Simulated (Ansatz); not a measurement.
# H3NS3Zn: the cost of one run

Program: Ansatz 0.2.0. Level of theory: RKS PBE0-D4/def2-SVP. These are calculated values, not measurements.

**1. The system as given**

Bond lengths: N1–Zn2 1.690 Å, Zn2–S3 2.015 Å, S3–S4 2.071 Å, S4–S5 2.185 Å, N1–H6 1.087 Å, N1–H7 1.043 Å, S5–H8 1.424 Å. Angles: N1–Zn2–S3 110.1°, Zn2–N1–H6 108.5°, Zn2–N1–H7 125.0°, H6–N1–H7 104.6°, Zn2–S3–S4 120.3°, S3–S4–S5 90.9°, S4–S5–H8 90.9°.

Structure file:

```xyz
8

N     0.6226    1.5773   -0.0552
Zn    1.6206    0.6910    0.9819
S     1.0745   -1.2486    0.9782
S     0.2359   -2.0955   -0.7150
S    -1.7744   -1.6350    0.0078
H    -0.3450    1.7060    0.4234
H     0.3967    1.3140   -1.0392
H    -1.7388   -0.3662   -0.6376
```

**2. End point A**

The input, input.yaml:

```yaml
crystal:
  periodic: [false, false, false]
  atoms:
    - { symbol: "N", position_ang: [0.6226, 1.5773, -0.0552] }
    - { symbol: Zn, position_ang: [1.6206, 0.691, 0.9819] }
    - { symbol: S, position_ang: [1.0745, -1.2486, 0.9782] }
    - { symbol: S, position_ang: [0.2359, -2.0955, -0.715] }
    - { symbol: S, position_ang: [-1.7744, -1.635, 0.0078] }
    - { symbol: H, position_ang: [-0.345, 1.706, 0.4234] }
    - { symbol: H, position_ang: [0.3967, 1.314, -1.0392] }
    - { symbol: H, position_ang: [-1.7388, -0.3662, -0.6376] }
basis:
  gaussian: { orbitals: def2-SVP }
hamiltonian:
  xc: pbe0
  dispersion: d4
relax:
  f_tol: 0.015
  max_steps: 40
output:
  orbitals: {}
```

On the command line:

```
$ ansatz run input.yaml --threads 2 --pin off --max-ram 3072MiB --backend cpu --events-out ev --progress --plain --runs-dir out
```

What time and memory should one allow on 2 threads of Intel Xeon Platinum 8488C (Sapphire Rapids), shared host?

About 60 s, with a peak of 0.33 GiB.
